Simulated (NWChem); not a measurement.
**BH3Br− (SMILES [H][B-]([H])([H])Br) at r2SCAN50/cc-pVDZ/cc-pVDZ-PP (density fitting with weigend coulomb fitting, core potential)**

We compute a structure relaxation of BH3Br−. 

The results are computed with NWChem 7.3.0.

1 further run of the same task is left out (it didn't finish).

**1. The system as given**

BH3Br−: 5 atoms, total charge -1, spin state singlet. As SMILES, `[H][B-]([H])([H])Br`. All atoms were displaced at random from a relaxed shape. The run starts from this shape.

Bond lengths: B1–Br2 1.880 Å, B1–H3 1.191 Å, B1–H4 1.363 Å, B1–H5 1.181 Å. Angles: Br2–B1–H3 114.2°, Br2–B1–H4 105.7°, Br2–B1–H5 110.6°, H3–B1–H4 108.6°, H3–B1–H5 112.7°, H4–B1–H5 104.5°.

**2. A geometry optimisation at r2SCAN50/cc-pVDZ/cc-pVDZ-PP (density fitting with weigend coulomb fitting, core potential)**

mymol.nw

```
echo
start mymol
title "BBrH3 r2SCAN50"
memory 2200 mb
charge -1

geometry units angstrom noautosym
   zmatrix
     B
     Br 1 1.879548
     H 1 1.191458 2 114.15537
     H 1 1.362852 3 108.55251 2 117.58114
     H 1 1.180697 3 112.6673 4 115.24497
   end
end

basis spherical bse
   B library cc-pVDZ
   Br library cc-pVDZ-PP
   H library cc-pVDZ
end

ecp bse
   Br library cc-pVDZ-PP
end

basis "cd basis" spherical
   B library "weigend coulomb fitting"
   Br library "weigend coulomb fitting"
   H library "weigend coulomb fitting"
end

dft
   xc hyb_mgga_xc_r2scan50
   grid coarse
   convergence density 1e-07
   iterations 100
   mulliken
   print low
end

driver
   maxiter 30
end

task dft optimize
```

Launch:

```console
nwchem mymol.nw > mymol.out
```

Output:

```text
[...]
 **** WARNING Zero Coefficient **** on atom "              Br"
 angular momentum value:-1  standard basis set name: "cc-pVDZ-PP"
 input line that generated warning:
   676: 2       1.0000000              0.0000000
[...]
 d= 0,ls=0.0,diis     1   -443.1925179189 -5.01D+02  3.71D-02  2.00D+00     1.1
[...]
         Total DFT energy =     -443.403723789650
[...]
@    0    -443.40372379  0.0D+00  0.06756  0.02683  0.00000  0.00000      8.9
[...]
         Total DFT energy =     -443.416304080882
[...]
@    1    -443.41791278 -1.4D-02  0.02592  0.01150  0.11288  0.20853     21.3
[...]
@    6    -443.42476948 -1.7D-05  0.00013  0.00008  0.00476  0.00949     72.7
[...]
         Total DFT energy =     -443.424769807882
[...]
         Total DFT energy =   -443.424769807882
[...]
@    7    -443.42476981 -3.3D-07  0.00005  0.00002  0.00110  0.00211     78.0
[...]
 d= 0,ls=0.0,diis     4   -443.4247698194 -6.71D-12  5.13D-08  3.58D-12    80.4
         Total DFT energy =     -443.424769819406
      One electron energy =     -878.460203898696
           Coulomb energy =      418.753344903807
    Exchange-Corr. energy =      -36.443498557622
 Nuclear repulsion energy =       52.725587733105
[...]
      Total Density - Mulliken Population Analysis
     ---------------------------------------------
    Atom       Charge   Shell Charges
 -----------   ------   -------------------------------------------------------
    1 B    5     5.08   2.01  0.56  0.37  1.54  0.55  0.06
    2 Br  25    25.53   0.00  1.97  1.06  0.91  6.00  3.16  2.41  9.97  0.05
    3 H    1     1.13   0.74  0.38  0.01
    4 H    1     1.13   0.74  0.38  0.01
    5 H    1     1.13   0.74  0.38  0.01
[...]
         Total DFT energy =   -443.424769819406
[...]
                         DFT ENERGY GRADIENTS
    atom               coordinates                        gradient
                 x          y          z           x          y          z
   1 B      -0.097231   0.108012  -3.045175    0.000014   0.000008  -0.000002
   2 Br      0.065637  -0.034699   0.993258    0.000001   0.000002  -0.000008
   3 H       2.096055   0.020532  -3.750869   -0.000005   0.000002   0.000008
   4 H      -1.133242   2.105883  -3.546950    0.000003   0.000003   0.000003
   5 H      -1.328483  -1.737009  -3.675152   -0.000013  -0.000015  -0.000000
[...]
@    8    -443.42476982 -1.2D-08  0.00002  0.00001  0.00010  0.00023     82.8
[...]
      Optimization converged
[...]
@    8    -443.42476982 -1.2D-08  0.00002  0.00001  0.00010  0.00023     82.8
[...]
```

Wall time 83 s (1 thread of INTEL XEON PLATINUM 8581C at 2.30GHz (Emerald Rapids), shared host); peak memory 0.12 GiB.

Step by step:

| step | energy from the first frame kept (eV) |
| --- | --- |
| 0 | 0.0000 |
| 1 | -0.3861 |
| 2 | -0.4996 |
| 3 | -0.5458 |
| 4 | -0.5679 |
| 5 | -0.5722 |
| 6 | -0.5727 |
| 7 | -0.5727 |
| 8 | -0.5727 |

After the run. Bond lengths: B1–Br2 2.140 Å, B1–H3 1.220 Å, B1–H4 1.220 Å, B1–H5 1.220 Å. Angles: Br2–B1–H3 105.4°, Br2–B1–H4 105.4°, Br2–B1–H5 105.4°, H3–B1–H4 113.2°, H3–B1–H5 113.2°, H4–B1–H5 113.2°.

**3. Results**

Level: r2SCAN50/cc-pVDZ/cc-pVDZ-PP (density fitting with weigend coulomb fitting, core potential).

| quantity | value |
| --- | --- |
| total energy at the end | -443.42477 Eh |

**Reading.** At the final geometry: Bond lengths: B1–Br2 2.140 Å, B1–H3 1.220 Å, B1–H4 1.220 Å, B1–H5 1.220 Å. Angles: Br2–B1–H3 105.4°, Br2–B1–H4 105.4°, Br2–B1–H5 105.4°, H3–B1–H4 113.2°, H3–B1–H5 113.2°, H4–B1–H5 113.2°. The optimisation took 9 steps and changed the energy by -0.573 eV. Mulliken charges run from -0.53 on Br2 to -0.08 on B1; they depend strongly on the basis.
